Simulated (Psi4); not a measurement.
# SnF4 (SMILES [F][Sn]([F])([F])[F]): MP2/def2-SVP (core potential)

What is the vertical singlet–triplet gap of SnF4 at MP2/def2-SVP (core potential)? 

Program for the calculation: Psi4 1.11.

6 further runs of the same task are left out: 5 that didn't finish, 1 set aside as unsound or not needed.

### Step 1. The molecule

SnF4: 5 atoms, total charge 0, spin state singlet. As SMILES, `[F][Sn]([F])([F])[F]`. Geometry: relaxed at PBE0-D4/def2-TZVP.

Bond lengths: F1–Sn2 1.876 Å, Sn2–F3 1.876 Å, Sn2–F4 1.876 Å, Sn2–F5 1.876 Å. Angles: F1–Sn2–F3 109.5°, F1–Sn2–F4 109.5°, F1–Sn2–F5 109.5°, F3–Sn2–F4 109.5°, F3–Sn2–F5 109.5°, F4–Sn2–F5 109.5°.

### Step 2. A single-point energy at MP2/def2-SVP (core potential)

File run.py:

```python
import psi4

psi4.set_memory(2200000000)
psi4.set_num_threads(1)
psi4.set_output_file('f4sn.out', False)

m = psi4.geometry("""
F      0.130300    -0.871400     1.656700
Sn     0.009900    -0.014700    -0.008300
F     -1.285400     1.340000     0.078100
F     -0.477600    -1.263800    -1.320800
F      1.672500     0.736200    -0.447200
symmetry c1
no_reorient
no_com
""")

options = {'basis': 'def2-SVP', 'puream': True, 'e_convergence': 1e-09, 'd_convergence': 1e-08, 'scf_type': 'pk', 'num_frozen_docc': 8, 'mp2_type': 'conv'}
psi4.set_options(options)

e_tot, wfn = psi4.energy('mp2', molecule=m, return_wfn=True)
print(f'mp2 energy: {e_tot:.10f} Eh')
```

On the command line:

```
python run.py
```

f4sn.out, shortened:

```text
[...]
    !!!  WARNING: ECP capability is in beta. Please check occupations closely.  !!!
[...]
  Running in c1 symmetry.
[...]
  Nuclear repulsion =  307.301543135868371
[...]
  Multiplicity = 1
[...]
  Nalpha       = 29
  Nbeta        = 29
[...]
    Number of basis functions: 82
[...]
   @RHF iter   1:  -610.67848448898849   -2.75508e+00   8.40678e-03 DIIS/ADIIS
[...]
   @RHF iter  11:  -610.85775114810201   -2.38742e-12   4.11545e-09 DIIS
[...]
    Orbital Energies [Eh]
    ---------------------
    Doubly Occupied:
       1A    -26.309137     2A    -26.309121     3A    -26.309117
       4A    -26.309112     5A     -6.009990     6A     -4.203187
       7A     -4.203187     8A     -4.203183     9A     -1.592964
      10A     -1.592951    11A     -1.592936    12A     -1.574636
      13A     -1.469296    14A     -1.469290    15A     -1.437446
      16A     -1.437427    17A     -1.437425    18A     -0.789814
      19A     -0.705470    20A     -0.705455    21A     -0.705453
      22A     -0.674457    23A     -0.674447    24A     -0.662570
      25A     -0.662566    26A     -0.662558    27A     -0.650366
      28A     -0.650353    29A     -0.650348
[...]
  @RHF Final Energy:  -610.85775114810201
   => Energetics <=
    Nuclear Repulsion Energy =            307.3015431358683713
    One-Electron Energy =               -1545.0100657652919836
    Two-Electron Energy =                 626.8507714813216580
    Total Energy =                       -610.8577511481020110
[...]
 Multipole Moments:
 ------------------------------------------------------------------------------------
     Multipole            Electronic (a.u.)      Nuclear  (a.u.)        Total (a.u.)
 ------------------------------------------------------------------------------------
 L = 1.  Multiply by 2.5417464519 to convert [e a0] to [Debye]
 Dipole X            :         -1.0887378            1.0884822           -0.0002556
 Dipole Y            :          1.6148238           -1.6145820            0.0002418
 Dipole Z            :          0.9097107           -0.9097142           -0.0000034
 Magnitude           :                                                    0.0003518
[...]
	SCS-MP2 Total Energy (a.u.)        :  -611.67859556124301
	SOS-MP2 Total Energy (a.u.)        :  -611.59804044231794
	SCSN-MP2 Total Energy (a.u.)       :  -611.28308217602637
[...]
	SOS-PI-MP2 Total Energy (a.u.)     :  -611.72142199135385
[...]
	MP2 Total Energy (a.u.)            :  -611.71632425005714
[...]
```

The script printed:

```text
mp2 energy: -611.7163242501 Eh
```

Wall time 6.3 s (1 thread of AMD EPYC 7R43 (Zen 3), shared host); peak memory 0.38 GiB.

### Step 3. The triplet at the same level

File f4sn.inp:

```
memory 2200 MB

molecule {
  0 3
  F      0.130300    -0.871400     1.656700
  Sn     0.009900    -0.014700    -0.008300
  F     -1.285400     1.340000     0.078100
  F     -0.477600    -1.263800    -1.320800
  F      1.672500     0.736200    -0.447200
  symmetry c1
  no_reorient
  no_com
}

set {
  basis           def2-SVP
  reference       uhf
  puream          true
  e_convergence   1e-09
  d_convergence   1e-08
  scf_type        pk
  num_frozen_docc 8
  mp2_type        conv
  maxiter         100
}

e, wfn = energy("mp2", return_wfn=True)
print_variables()
```

On the command line:

```
psi4 f4sn.inp f4sn.out -n 1
```

f4sn.out, shortened:

```text
[...]
    !!!  WARNING: ECP capability is in beta. Please check occupations closely.  !!!
[...]
  Running in c1 symmetry.
[...]
  Nuclear repulsion =  307.301543135868371
[...]
  Multiplicity = 3
[...]
  Nalpha       = 30
  Nbeta        = 28
[...]
    Number of basis functions: 82
[...]
   @UHF iter   1:  -610.39061242630294   -2.46721e+00   8.31420e-03 DIIS/ADIIS
[...]
   @UHF iter  22:  -610.60405647306766   -1.93268e-12   8.14547e-09 DIIS
[...]
   @S^2 Observed:                2.011919712E+00
[...]
  @UHF Final Energy:  -610.60405647306766
   => Energetics <=
    Nuclear Repulsion Energy =            307.3015431358683713
    One-Electron Energy =               -1545.3908263057796830
    Two-Electron Energy =                 627.4852266968437107
    Total Energy =                       -610.6040564730676579
  UHF NO Occupations:
  HONO-2 :   28  A 1.9979462
  HONO-1 :   29  A 1.0000000
[...]
 Multipole Moments:
 ------------------------------------------------------------------------------------
     Multipole            Electronic (a.u.)      Nuclear  (a.u.)        Total (a.u.)
 ------------------------------------------------------------------------------------
 L = 1.  Multiply by 2.5417464519 to convert [e a0] to [Debye]
 Dipole X            :         -2.4165867            1.0884822           -1.3281044
 Dipole Y            :          3.0186187           -1.6145820            1.4040367
 Dipole Z            :          0.9901145           -0.9097142            0.0804003
 Magnitude           :                                                    1.9343331
[...]
	SCS-MP2 Total Energy (a.u.)        :  -611.37242775020752
	SOS-MP2 Total Energy (a.u.)        :  -611.29696959295325
	SCSN-MP2 Total Energy (a.u.)       :  -611.00247554337034
[...]
	SOS-PI-MP2 Total Energy (a.u.)     :  -611.41245511293414
[...]
	MP2 Total Energy (a.u.)            :  -611.40785854473518
[...]
```

Wall time 8.1 s (1 thread of AMD EPYC 7R43 (Zen 3), shared host); peak memory 0.38 GiB.

### Step 4. What came out

Level: MP2/def2-SVP (core potential), 8 core orbitals frozen.

```
                                                           quantity          value
                                              singlet: total energy  -611.71632 Eh
                       singlet: HOMO energy (Hartree–Fock orbitals)      -17.70 eV
                       singlet: LUMO energy (Hartree–Fock orbitals)        0.42 eV
                     singlet: HOMO–LUMO gap (Hartree–Fock orbitals)       18.11 eV
               singlet: correlation energy (8 core orbitals frozen)     -858.6 mEh
                                              triplet: total energy  -611.40786 Eh
triplet: HOMO energy (Hartree–Fock orbitals) (highest over α and β)       -8.07 eV
 triplet: LUMO energy (Hartree–Fock orbitals) (lowest over α and β)       -3.69 eV
               triplet: correlation energy (8 core orbitals frozen)     -803.8 mEh
                         triplet: ⟨S²⟩ of the reference determinant          2.012
                   vertical energy of the triplet above the singlet       8.394 eV
```

**Reading.** At this shape the triplet lies 8.39 eV (194 kcal/mol) above the singlet.
